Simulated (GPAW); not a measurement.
# GaF (Pm-3m) in GPAW: settings compared, part 2 of 2

GPAW 26.7.0. Earlier steps stand in the parts before.

## Step 5: Relaxation of cell and atoms, RPBE+D3(BJ)+ATM

The input, run.py:

```python
from ase import Atoms
from ase.calculators.mixing import SumCalculator
from ase.filters import FrechetCellFilter
from ase.io import write
from ase.optimize import BFGS
from dftd3.ase import DFTD3
from gpaw import GPAW, PW

atoms = Atoms(['Ga', 'F'],
              cell=[[3.16592, 0.0, 0.0],
                    [0.0, 3.16592, 0.0],
                    [0.0, 0.0, 3.16592]],
              scaled_positions=[[0.0, 0.0, 0.0],
                                [0.5, 0.5, 0.5]],
              pbc=True)

calc = GPAW(mode=PW(800),
            xc='RPBE',
            kpts={'size': (8, 8, 8), 'gamma': True},
            occupations={'name': 'fermi-dirac', 'width': 0.05},
            nbands=13,
            convergence={'density': 1e-05, 'forces': 0.0001},
            maxiter=150,
            txt='gpaw.txt')
atoms.calc = SumCalculator([calc, DFTD3(damping='d3bj', params_tweaks=dict(method='rpbe', atm=True))])
opt = BFGS(FrechetCellFilter(atoms), trajectory='relax.traj', logfile='-')
done = opt.run(fmax=0.02, steps=60)
calc.write('gs.gpw')
write('result.traj', atoms)
print('Converged:', done)
print('Cell:', atoms.cell.cellpar().round(4))
print('Volume:', round(atoms.get_volume(), 4))
print(atoms.get_scaled_positions().round(5))
```

Started as:

```sh
OMP_NUM_THREADS=1 python run.py
```

Wall time 73 s (1 thread of Arm Neoverse V1, shared host); peak memory 0.21 GiB.

Results (log left out):

```yaml
Free_energy: -8.4373 eV
Relaxed_volume: 16.69 Å³/atom
Relaxed_cell: a = 3.220 Å, b = 3.220 Å, c = 3.220 Å, α = 90.00°, β = 90.00°, γ = 90.00°
Space_group_after_relaxing_to_0.05_Å: Pm-3m (No. 221)
Energy_gained_by_relaxing: 106.4 meV/atom
Ionic_steps: 5
Pressure_after_relaxing: -0.1 GPa
Band_gap_on_the_k_mesh: 0.72 eV, indirect (least direct gap 1.30 eV)
Dispersion_energy_per_atom: -0.793 eV
```

The path:
```
step  energy change (eV)  largest force (eV/Å)  pressure (GPa)  volume (Å³)
   1              0.0000                0.0000           28.14        31.73
   2             -0.2113                0.0000           -3.09        33.69
   3             -0.2130                0.0000           -1.25        33.48
   4             -0.2129                0.0000            0.64        33.34
   5             -0.2128                0.0000           -0.07        33.38
```

Final structure:
```
Ga F
1.0
     3.21989    0.00000    0.00000
     0.00000    3.21989    0.00000
     0.00000    0.00000    3.21989
Ga F
1 1
Cartesian
  0.0000 0.0000 0.0000
  1.6099 1.6099 1.6099
```

Levels at points of the mesh, in eV from the valence-band top:
```csv
k point,band 3,band 4,band 5,band 6,band 7,band 8
"(0.00, 0.00, 0.00)",-2.95,-2.95,-2.95,8.32,8.32,8.32
"(0.50, 0.00, 0.00)",-2.71,-2.71,-0.58,0.72,8.48,8.48
"(0.50, 0.50, 0.00)",-4.26,-2.62,-2.41,3.65,3.65,9.30
"(0.50, 0.50, 0.50)",-3.50,-3.50,0.00,2.68,2.68,2.68
```

Caveat: the data sets keep Ga 3d, Li 1s and Be 1s frozen, and some such compounds lay over 1.5 % in volume off other programs; later steps reuse the first step's grids. RPBE gaps usually lie below the measured ones, often by a third to a half.

## Step 6: Relaxation of cell and atoms, RPBE+D4

run.py, as its differences from that of step 5:

```diff
@@ -5,3 +5,3 @@
 from ase.optimize import BFGS
-from dftd3.ase import DFTD3
+from dftd4.ase import DFTD4
 from gpaw import GPAW, PW
@@ -24,3 +24,3 @@
             txt='gpaw.txt')
-atoms.calc = SumCalculator([calc, DFTD3(damping='d3bj', params_tweaks=dict(method='rpbe', atm=True))])
+atoms.calc = SumCalculator([calc, DFTD4(method='rpbe')])
 opt = BFGS(FrechetCellFilter(atoms), trajectory='relax.traj', logfile='-')
```

Potentials or basis: the program's PAW data sets (release 1.2.1) made for this functional, pw.

Started as:

```sh
OMP_NUM_THREADS=1 python run.py
```

Run time: 84 s. Hardware: 1 thread of Arm Neoverse V1, shared host; peak memory 0.2 GiB.

The run converged. Its results:

```yaml
Free_energy: -7.8343 eV
Relaxed_volume: 14.96 Å³/atom
Relaxed_cell: a = 3.104 Å, b = 3.104 Å, c = 3.104 Å, α = 90.00°, β = 90.00°, γ = 90.00°
Space_group_after_relaxing_to_0.05_Å: Pm-3m (No. 221)
Energy_gained_by_relaxing: 1.3 meV/atom
Ionic_steps: 6
Pressure_after_relaxing: -0.1 GPa
Band_gap_on_the_k_mesh: none (metal or under the smearing width)
Dispersion_energy_per_atom: -0.517 eV
```

Step by step:
```
step  energy change (eV)  largest force (eV/Å)  pressure (GPa)  volume (Å³)
   1              0.0000                0.0000           -0.93        31.73
   2              0.0000                0.0000           -1.18        31.67
   3             -0.0011                0.0000           -1.78        31.38
   4             -0.0042                0.0000           -1.14        30.52
   5              0.0060                0.0000            1.58        29.13
   6             -0.0025                0.0000           -0.07        29.91
```

Final structure:
```
Ga F
1.0
     3.10414    0.00000    0.00000
     0.00000    3.10414    0.00000
     0.00000    0.00000    3.10414
Ga F
1 1
Direct
  0.00000 0.00000 0.00000
  0.50000 0.50000 0.50000
```

Levels at points of the mesh, in eV from the Fermi level:
```
           k point  band 3  band 4  band 5  band 6  band 7  band 8
(0.00, 0.00, 0.00)   -3.96   -3.96   -3.96    8.51    8.51    8.51
(0.50, 0.00, 0.00)   -3.67   -3.67   -0.93    0.04    8.61    8.61
(0.50, 0.50, 0.00)   -5.49   -3.56   -2.81    3.32    3.32    9.07
(0.50, 0.50, 0.50)   -4.60   -4.60    0.15    2.08    2.08    2.08
```

Caveat: the data sets keep Ga 3d, Li 1s and Be 1s frozen, and some such compounds lay over 1.5 % in volume off other programs; later steps reuse the first step's grids; pairwise dispersion overbinds metals, which lowers pressure and volume.

## Step 7: The runs side by side

| level | gap on the mesh (eV) | pressure (GPa) | relaxed volume (Å³/atom) |
| --- | --- | --- | --- |
| RPBE | 0.55 | 0.0 | 16.31 |
| RPBE+D3 | 1.63 | 0.0 | 18.98 |
| RPBE+D3(BJ) | 0.73 | -0.1 | 16.69 |
| RPBE+D3(BJ)+ATM | 0.72 | -0.1 | 16.69 |
| RPBE+D4 | none | -0.1 | 14.96 |

Alike in all rows: task relaxation of cell and atoms; potentials or basis the program's PAW data sets (release 1.2.1) made for this functional, pw; no spin polarisation; cell relaxed; k mesh 8 × 8 × 8; cutoff (eV) 800; smearing fermi-dirac 0.05 eV.

Caveats: the data sets keep Ga 3d, Li 1s and Be 1s frozen, and some such compounds lay over 1.5 % in volume off other programs; later steps reuse the first step's grids; the volume moved by over 15 % at a fixed basis, so the end points are rough (some runs); pairwise dispersion overbinds metals, which lowers pressure and volume (some runs).

Total energies depend on the potentials used, so only differences within one code and one set of settings carry meaning.
